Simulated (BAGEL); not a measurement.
# PBE0/def2-SVP (density fitting with qzvpp-jkfit) run of GeH2BrCl (SMILES [Cl][GeH2][Br])

What is the energy change on altering one bond length of GeH2BrCl at PBE0/def2-SVP (density fitting with qzvpp-jkfit)? 

The calculation is run with BAGEL 1.2.2.

## 1. The system as given

GeH2BrCl: 5 atoms, total charge 0, spin state singlet. As SMILES, `[Cl][GeH2][Br]`. The shape is that of a PBE0-D4/def2-TZVP optimisation.

Bond lengths: Cl1–Ge2 2.141 Å, Ge2–Br3 2.293 Å, Ge2–H4 1.529 Å, Ge2–H5 1.529 Å. Angles: Cl1–Ge2–Br3 108.7°, Cl1–Ge2–H4 108.0°, Cl1–Ge2–H5 108.0°, Br3–Ge2–H4 108.3°, Br3–Ge2–H5 108.3°, H4–Ge2–H5 115.4°.

## 2. The energy at PBE0/def2-SVP (density fitting with qzvpp-jkfit)

Contents of calc.json:

```json
{ "bagel" : [

{
  "title" : "molecule",
  "basis" : "svp",
  "df_basis" : "qzvpp-jkfit",
  "angstrom" : "true",
  "geometry" : [
    { "atom" : "Cl", "xyz" : [   -1.724600,    0.413900,    1.007300 ] },
    { "atom" : "Ge", "xyz" : [    0.005200,    0.029700,   -0.194800 ] },
    { "atom" : "Br", "xyz" : [    1.631600,   -0.892800,    1.133200 ] },
    { "atom" : "H", "xyz" : [   -0.380900,   -0.993400,   -1.263200 ] },
    { "atom" : "H", "xyz" : [    0.518600,    1.369000,   -0.723800 ] }
  ]
},
{
  "title" : "ks",
  "xc_func" : "pbe0"
},
{
  "title" : "print",
  "file" : "orbitals.molden",
  "orbitals" : "true"
}

]}
```

Started as:

```bash
$ BAGEL_NUM_THREADS=1 BAGEL calc.json > calc.out
```

Output:

```text
* using 1 threads per process

  ===============================================================
  ===============================================================

  *** Geometry ***

  { "atom" : "Cl", "xyz" : [     -3.259022,      0.782158,      1.903521 ] },
  { "atom" : "Ge", "xyz" : [      0.009827,      0.056125,     -0.368119 ] },
  { "atom" : "Br", "xyz" : [      3.083277,     -1.687147,      2.141438 ] },
  { "atom" : "H", "xyz" : [     -0.719797,     -1.877254,     -2.387102 ] },
  { "atom" : "H", "xyz" : [      0.980012,      2.587035,     -1.367784 ] },

  Number of auxiliary basis functions:      696

  Since a DF basis is specified, we compute 2- and 3-index integrals:
    o Being stored without compression. Storage requirement is 0.047 GB

  Number of basis functions:       92
  Number of electrons      :       86

    * METHOD: MOLECULE                             1.46

  *** Kohn-Sham DFT ***

    * Removing 8033 points whose weight is below 1.00e-10
    * Grid points: 66497

  === Nuclear Repulsion ===
   520.4430931462

       - DIIS with orbital gradients will be used.

  === KS iteration (pbe0 / svp) ===
      0      -5011.56012965          0.14047237           1.08
      1      -4644.24998351          0.30522789           1.08
      2      -4795.44261783          0.12930300           1.11
      3      -4716.46077534          0.15959356           1.10
      4      -5061.56242295          0.16561807           1.21
      5      -5102.41698301          0.06886047           1.13
      6      -5109.53103993          0.03696596           0.94
      7      -5106.69601825          0.05452038           0.97
      8      -5100.87394643          0.07359722           1.01
      9      -5111.10384666          0.00911686           0.94
     10      -5111.20231951          0.00296419           0.99
     11      -5111.20935813          0.00082611           1.14
     12      -5111.20978516          0.00030247           1.32
     13      -5111.20984295          0.00011244           1.08
     14      -5111.20985120          0.00002017           1.04
     15      -5111.20985132          0.00000822           1.05
     16      -5111.20985138          0.00000132           1.07
     17      -5111.20985138          0.00000038           0.87
     18      -5111.20985138          0.00000019           0.70
     19      -5111.20985138          0.00000002           1.04
     20      -5111.20985138          0.00000001           0.94
     21      -5111.20985138          0.00000000           0.81
    * SCF iteration converged.

    * Permanent dipole moment:
           (   -0.092703,    -0.127128,     0.711363) a.u.

    * METHOD: KS                                  23.41

    * METHOD: PRINT                                0.02

  ===============================================================
```

Run time: 26 s. Hardware: 1 thread of Intel Xeon at 2.50GHz (Skylake/Cascade Lake), shared host; peak memory 0.39 GiB.

## 3. The distorted shape, same level

Contents of calc.json:

```json
{ "bagel": [

{
  "title": "molecule",
  "basis": "svp",
  "df_basis": "qzvpp-jkfit",
  "angstrom": true,
  "geometry": [
    { "atom": "Cl", "xyz": [   -2.537781,    0.875139,    0.343316 ] },
    { "atom": "Ge", "xyz": [   -0.807981,    0.490939,   -0.858784 ] },
    { "atom": "Br", "xyz": [    1.631600,   -0.892800,    1.133200 ] },
    { "atom": "H", "xyz": [   -1.194081,   -0.532161,   -1.927184 ] },
    { "atom": "H", "xyz": [   -0.294581,    1.830239,   -1.387784 ] }
  ]
},
{
  "title": "ks",
  "xc_func": "pbe0"
},
{
  "title": "print",
  "file": "orbitals.molden",
  "orbitals": true
}

]}
```

Started as:

```bash
$ BAGEL_NUM_THREADS=1 BAGEL calc.json > calc.out
```

Output:

```text
* using 1 threads per process

  ===============================================================
  ===============================================================

  *** Geometry ***

  { "atom" : "Cl", "xyz" : [     -4.795711,      1.653773,      0.648773 ] },
  { "atom" : "Ge", "xyz" : [     -1.526863,      0.927740,     -1.622867 ] },
  { "atom" : "Br", "xyz" : [      3.083277,     -1.687147,      2.141438 ] },
  { "atom" : "H", "xyz" : [     -2.256486,     -1.005639,     -3.641850 ] },
  { "atom" : "H", "xyz" : [     -0.556677,      3.458650,     -2.622532 ] },

  Number of auxiliary basis functions:      696

  Since a DF basis is specified, we compute 2- and 3-index integrals:
    o Being stored without compression. Storage requirement is 0.047 GB

  Number of basis functions:       92
  Number of electrons      :       86

    * METHOD: MOLECULE                             1.27

  *** Kohn-Sham DFT ***

    * Removing 7104 points whose weight is below 1.00e-10
    * Grid points: 67426

  === Nuclear Repulsion ===
   412.4535877511

       - DIIS with orbital gradients will be used.

  === KS iteration (pbe0 / svp) ===
      0      -5012.60745482          0.13650548           0.85
      1      -4644.20883260          0.29894129           0.98
      2      -4775.26001491          0.09946024           0.97
      3      -4624.96406101          0.14313203           0.73
      4      -5054.64784579          0.10972112           0.75
      5      -5093.01599022          0.05598616           0.88
      6      -5109.46184149          0.03894026           0.73
      7      -5110.91833454          0.01641823           0.94
      8      -5109.13233521          0.03718929           0.78
      9      -5110.91088708          0.01030770           0.90
     10      -5111.10046827          0.00337471           0.93
     11      -5111.10383844          0.00260258           0.81
     12      -5111.11529201          0.00062801           0.99
     13      -5111.11559446          0.00015237           0.86
     14      -5111.11561838          0.00005194           0.77
     15      -5111.11562141          0.00000799           0.94
     16      -5111.11562146          0.00000251           1.03
     17      -5111.11562147          0.00000098           1.01
     18      -5111.11562147          0.00000031           0.85
     19      -5111.11562147          0.00000014           0.93
     20      -5111.11562147          0.00000006           0.97
     21      -5111.11562147          0.00000003           1.03
     22      -5111.11562147          0.00000003           1.09
     23      -5111.11562147          0.00000001           0.93
     24      -5111.11562147          0.00000000           1.02
    * SCF iteration converged.

    * Permanent dipole moment:
           (    1.130750,    -0.780951,     1.534680) a.u.

    * METHOD: KS                                  23.49

    * METHOD: PRINT                                0.02

  ===============================================================
```

Run time: 25 s. Hardware: 1 thread of Intel Xeon at 2.50GHz (Skylake/Cascade Lake), shared host; peak memory 0.39 GiB.

## 4. Results

Level: PBE0/def2-SVP (density fitting with qzvpp-jkfit).

```
                                                           quantity           value
                                          first shape: total energy  -5111.20985 Eh
                                         first shape: dipole moment          1.85 D
                                           first shape: HOMO energy        -8.48 eV
                                           first shape: LUMO energy        -0.74 eV
                                         first shape: HOMO–LUMO gap         7.75 eV
                                      distorted shape: total energy  -5111.11562 Eh
                                     distorted shape: dipole moment          5.24 D
                                       distorted shape: HOMO energy        -7.14 eV
                                       distorted shape: LUMO energy        -4.47 eV
                                     distorted shape: HOMO–LUMO gap         2.67 eV
energy change with the Ge2–Br3 bond stretched from 2.293 to 3.440 Å        2.564 eV
```

With the Ge2–Br3 bond stretched from 2.293 to 3.440 Å the energy rises by 2.56 eV (59 kcal/mol). The first shape isn't relaxed at this level, so the change isn't measured from a minimum. A restricted reference can't describe the breaking bond well at this length.
